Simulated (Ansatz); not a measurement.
What does this script print? It uses Ansatz 0.2.0, Python API.

`c4h8asn.py`
```python
"""C4H8AsN through the session interface."""

import ansatz as az
import numpy as np

DECK = """
crystal:
  periodic: [false, false, false]
  atoms:
    - { symbol: C, position_ang: [2.4058, 0.2946, 0.0065] }
    - { symbol: As, position_ang: [0.6696, 1.1102, 0.4608] }
    - { symbol: C, position_ang: [-0.3556, -0.1932, -0.6219] }
    - { symbol: C, position_ang: [-1.8601, -0.0014, -0.439] }
    - { symbol: C, position_ang: [-2.2837, -0.3819, 0.9141] }
    - { symbol: "N", position_ang: [-2.6177, -0.6816, 1.9808] }
    - { symbol: H, position_ang: [2.6327, 0.4788, -1.0638] }
    - { symbol: H, position_ang: [3.1992, 0.751, 0.6331] }
    - { symbol: H, position_ang: [2.3759, -0.7982, 0.1964] }
    - { symbol: H, position_ang: [0.5318, 0.2623, 1.7678] }
    - { symbol: H, position_ang: [-0.0633, -1.2301, -0.3478] }
    - { symbol: H, position_ang: [-0.0997, -0.031, -1.6903] }
    - { symbol: H, position_ang: [-2.1335, 1.0584, -0.6265] }
    - { symbol: H, position_ang: [-2.4014, -0.638, -1.1702] }
basis:
  gaussian: { orbitals: def2-SVP, nuclear_model: gaussian }
hamiltonian:
  xc: hf
output:
  forces: true
"""


def main() -> None:
    session = az.Session.from_yaml(DECK)
    rep = session.plan(threads=1).execute().report

    print("reference energy %16.6f eV" % rep["reference_energy_ev"])
    print("total energy     %16.6f eV" % rep["free_energy_ev"])
    print("occupied orbitals outside the frozen core (up, down):", rep["n_occupied"], " frozen:", rep["n_frozen"], " virtual:", rep["n_virtual"])
    symbols = ["C", "As", "C", "C", "C", "N", "H", "H", "H", "H", "H", "H", "H", "H"]

    print("forces (eV/A)")
    for symbol, f in zip(symbols, rep["forces_ev_ang"]):
        print(f"  {symbol:2s} {f[0]:9.4f} {f[1]:9.4f} {f[2]:9.4f}")
    charges = rep["charge_distribution"]
    dipole = np.array(charges["dipole_moment_e_ang"]) * 4.803205
    print("dipole (D): {:.3f} {:.3f} {:.3f}, length {:.3f}".format(*dipole, np.linalg.norm(dipole)))
    print("atom  Mulliken   Lowdin")
    for symbol, m, l in zip(symbols, charges["mulliken_charges_e"], charges["lowdin_charges_e"]):
        print(f"{symbol:4s} {m:9.3f} {l:8.3f}")


if __name__ == "__main__":
    main()
```

```console
$ python c4h8asn.py
reference energy    -66513.112906 eV
total energy        -66513.112906 eV
occupied orbitals outside the frozen core (up, down): [36, 36]  frozen: 0  virtual: [106, 106]
forces (eV/A)
  C     0.6253   -0.0173   -0.0422
  As    0.4005   -1.2428    0.7400
  C     0.1488   -0.2646   -0.3778
  C    -0.2480   -0.0192   -0.8420
  C    -1.3671   -0.8063    3.1607
  N     0.9986    0.8458   -3.1047
  H    -0.0376   -0.0980    0.6708
  H    -0.3863   -0.3180   -0.4758
  H     0.0880    0.7288   -0.1657
  H    -0.0194    0.8179   -0.6256
  H    -0.1518    0.7256   -0.2659
  H    -0.1356   -0.0980    0.6492
  H    -0.0232   -0.7148    0.1497
  H     0.1076    0.4610    0.5293
dipole (D): 1.882 0.219 -3.883, length 4.320
atom  Mulliken   Lowdin
C       -0.299   -0.091
As       0.292    0.280
C       -0.306   -0.094
C        0.044    0.013
C       -0.135   -0.212
N       -0.137    0.066
H        0.066    0.002
H        0.076    0.004
H        0.071    0.000
H       -0.032   -0.045
H        0.085    0.009
H        0.078    0.009
H        0.100    0.029
H        0.094    0.030
```

The settings weren't tested for convergence. The geometry is a force-field or estimated start, not a minimum of this method, and the basis set is short of its limit. The Löwdin charges here are taken after orthogonalising the functions within each atom; they differ from plain Löwdin charges, and their signs can be unphysical. Run time: 5.6 s on 1 thread of Arm Neoverse V1, on a shared host, peak memory 0.38 GiB.
